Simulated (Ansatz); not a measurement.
# C3H7ClSi: one species, many methods

One table from this session's results is given with a row withheld; the runs are named, their logs left out.

Method: functionals in def2-TZVPP, the program's frozen cores in correlated methods; program: Ansatz 0.2.0, Gaussian basis.

Plan: PBE-D4, r2SCAN-D4, PBE0-D4, B3LYP-D4, ωB97X-V, ωB97M-V, B2PLYP; CCSD(T)/def2-TZVPP; MP2/def2-QZVPP; extrapolation to the limit.

## The relaxed structure

An earlier PBE0-D4 in a triple-zeta def2 set relaxation fixed the geometry.

SMILES `[SiH3]C/C=C/Cl`, 12 atoms, charge 0, spin multiplicity 1.

Atoms are counted from 1 here; the program's logs count them from 0.

Bond lengths: Si1–C2 1.889 Å, Si1–H6 1.487 Å, Si1–H7 1.486 Å, Si1–H8 1.488 Å, C2–C3 1.488 Å, C2–H9 1.096 Å, C2–H10 1.094 Å, C3–C4 1.325 Å, C3–H11 1.087 Å, C4–Cl5 1.722 Å, C4–H12 1.083 Å. Angles: C2–Si1–H6 109.8°, C2–Si1–H7 109.8°, C2–Si1–H8 110.2°, H6–Si1–H7 109.0°, H6–Si1–H8 108.9°, H7–Si1–H8 109.3°, Si1–C2–C3 111.5°, Si1–C2–H9 107.8°, Si1–C2–H10 108.4°, C3–C2–H9 110.5°, C3–C2–H10 111.2°, H9–C2–H10 107.2°, C2–C3–C4 123.8°, C2–C3–H11 117.5°, C4–C3–H11 118.7°, C3–C4–Cl5 123.2°, C3–C4–H12 123.5°, Cl5–C4–H12 113.3°.

The first run:

in.yaml reads:

```yaml
crystal:
  periodic: [false, false, false]
  atoms:
    - {symbol: Si, position_ang: [-1.732071, 0.488983, 0.066032]}
    - {symbol: C, position_ang: [-0.265334, -0.436228, -0.682897]}
    - {symbol: C, position_ang: [1.031039, 0.133200, -0.223797]}
    - {symbol: C, position_ang: [1.843728, -0.476037, 0.626490]}
    - {symbol: Cl, position_ang: [3.316938, 0.218366, 1.185051]}
    - {symbol: H, position_ang: [-1.618846, 1.940535, -0.236664]}
    - {symbol: H, position_ang: [-1.743857, 0.302626, 1.539945]}
    - {symbol: H, position_ang: [-3.007171, -0.024184, -0.504076]}
    - {symbol: H, position_ang: [-0.348987, -0.370989, -1.773279]}
    - {symbol: H, position_ang: [-0.350630, -1.493294, -0.414233]}
    - {symbol: H, position_ang: [1.302708, 1.120023, -0.588958]}
    - {symbol: H, position_ang: [1.649483, -1.458101, 1.040387]}
basis:
  gaussian: {orbitals: def2-TZVPP}
hamiltonian: {xc: pbe, dispersion: d4}
output: {forces: true, orbitals: {seedname: orbitals}}
```

On the command line:

```
$ ansatz run in.yaml --threads 4 --pin off --events-out ev --progress --plain --max-ram 10444MiB
```

Steps of the session up to this table: PBE-D4 (GGA); r2SCAN-D4 (meta-GGA); PBE0-D4 (hybrid); B3LYP-D4 (hybrid); ωB97X-V (range-separated); ωB97M-V (range-separated); B2PLYP (double hybrid); CCSD(T) in def2-TZVPP; MP2 in def2-QZVPP.

One of the session's tables, all rows but one given; the rest of the session is left out.

It belongs to the step «Atomisation energies». 

```
            method  atomisation energy (kJ/mol)
            PBE-D4                       4467.2
         r2SCAN-D4                       4404.7
           PBE0-D4                       4412.0
          B3LYP-D4                       4388.4
           ωB97X-V                       4401.5
           ωB97M-V                       4402.4
            B2PLYP                            ?
     HF/def2-TZVPP                       3281.5
    MP2/def2-TZVPP                       4333.5
   CCSD/def2-TZVPP                       4220.3
CCSD(T)/def2-TZVPP                       4282.8
           MP2/CBS                       4437.8
       CCSD(T)/CBS                       4387.1
```

Estimate the missing values for B2PLYP.

The run gave: atomisation energy (kJ/mol): 4340.5. In the column «atomisation energy (kJ/mol)» it lies between MP2/def2-TZVPP (4333.5) and CCSD(T)/CBS (4387.1).
